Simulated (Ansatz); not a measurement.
# CH5AlF2OSi: the cost of one run

Program: Ansatz 0.2.0. Level of theory: RKS r2SCAN/def2-SVP. These are calculated values, not measurements.

### 1 The starting structure

Bond lengths: C1–Al2 2.021 Å, Al2–O3 1.865 Å, O3–Si4 1.657 Å, Si4–F5 1.734 Å, Si4–F6 1.663 Å, C1–H7 1.084 Å, C1–H8 1.123 Å, C1–H9 1.036 Å, Al2–H10 1.615 Å, Si4–H11 1.524 Å. Angles (14 of 16 angles, heavy atoms first): C1–Al2–O3 121.0°, Al2–O3–Si4 104.3°, O3–Si4–F5 107.7°, O3–Si4–F6 115.2°, F5–Si4–F6 108.3°, C1–Al2–H10 118.4°, O3–Al2–H10 120.6°, Al2–C1–H7 108.0°, Al2–C1–H8 104.4°, Al2–C1–H9 108.8°, O3–Si4–H11 112.0°, F5–Si4–H11 104.0°, F6–Si4–H11 109.1°, H7–C1–H8 111.0°.

As a file:

```xyz
11

C     0.7924   -1.9154   -0.4972
Al    1.0863    0.0628   -0.2044
O    -0.1168    1.3207   -0.8727
Si   -1.2014    1.5462    0.3589
F    -2.5073    2.5064   -0.2582
F    -0.5910    2.3021    1.7089
H     0.6577   -2.3810    0.4721
H    -0.1495   -1.9716   -1.1056
H     1.5983   -2.2983   -1.0233
H     2.3655    0.5292    0.6648
H    -1.8689    0.2418    0.7773
```

### 2 Relaxing end A

Contents of input.yaml:

```yaml
crystal:
  periodic: [false, false, false]
  atoms:
    - { symbol: C, position_ang: [0.7924, -1.9154, -0.4972] }
    - { symbol: Al, position_ang: [1.0863, 0.0628, -0.2044] }
    - { symbol: O, position_ang: [-0.1168, 1.3207, -0.8727] }
    - { symbol: Si, position_ang: [-1.2014, 1.5462, 0.3589] }
    - { symbol: F, position_ang: [-2.5073, 2.5064, -0.2582] }
    - { symbol: F, position_ang: [-0.591, 2.3021, 1.7089] }
    - { symbol: H, position_ang: [0.6577, -2.381, 0.4721] }
    - { symbol: H, position_ang: [-0.1495, -1.9716, -1.1056] }
    - { symbol: H, position_ang: [1.5983, -2.2983, -1.0233] }
    - { symbol: H, position_ang: [2.3655, 0.5292, 0.6648] }
    - { symbol: H, position_ang: [-1.8689, 0.2418, 0.7773] }
basis:
  gaussian: { orbitals: def2-SVP }
hamiltonian:
  xc: r2scan
relax:
  f_tol: 0.015
  max_steps: 40
```

Started as:

```sh
$ ansatz run input.yaml --threads 2 --pin off --max-ram 3072MiB --backend cpu --events-out ev --progress --plain --runs-dir out
```

Q: Estimate wall time and peak memory on 2 threads of Arm Neoverse V1, shared host.

About 2.9 min, with a peak of 0.21 GiB.
